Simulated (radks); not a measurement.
**He⁺ in 2s1: an all-electron calculation**

Wanted: eigenvalues, radial structure and energy terms of the helium ion He+.

Method: Dirac Kohn-Sham, PBE, spin-unpolarised, spherical densities, finite nucleus. Code: radks (a radial shooting solver on a logarithmic mesh, Libxc functionals) version 1.

## (1) What is computed

* element: helium (Z = 2)
* charge: +1
* electrons: 1
* configuration: 2s1
* nuclear rms radius: 1.6755 fm

The outer shells:

He⁺
```
2s [↑ ]
```

## (2) Self-consistent calculation

Input:

```text
Z 2
configuration 2s1 1s0 2p0
relativity Dirac
functional pbe,pbe
spin unpolarised
j_filling average
nucleus finite rms 1.6755 fm
c 137.035999084
```

Started as:

```
python run_ks.py task.json out
```

All runs below come from this command, one after another.

What does the calculation give?

**Answer**, as computed:

```
                        quantity                   value
                    total energy        -0.49759 hartree
exchange-correlation share of it                 29.86 %
                            −T/E                  0.9831
          highest occupied level       2s1/2, -10.561 eV
    most extended occupied level  2s1/2, <r> = 2.98 bohr
 radius at density 0.001 e/bohr³               3.95 bohr
    maxima of the radial density                       2
```

What this shows: The radial density shows 2 maxima for 1 occupied principal shells. This is not the tabulated ground configuration, so its levels and sizes aren't those of the ground state, and no measured value stands beside it.
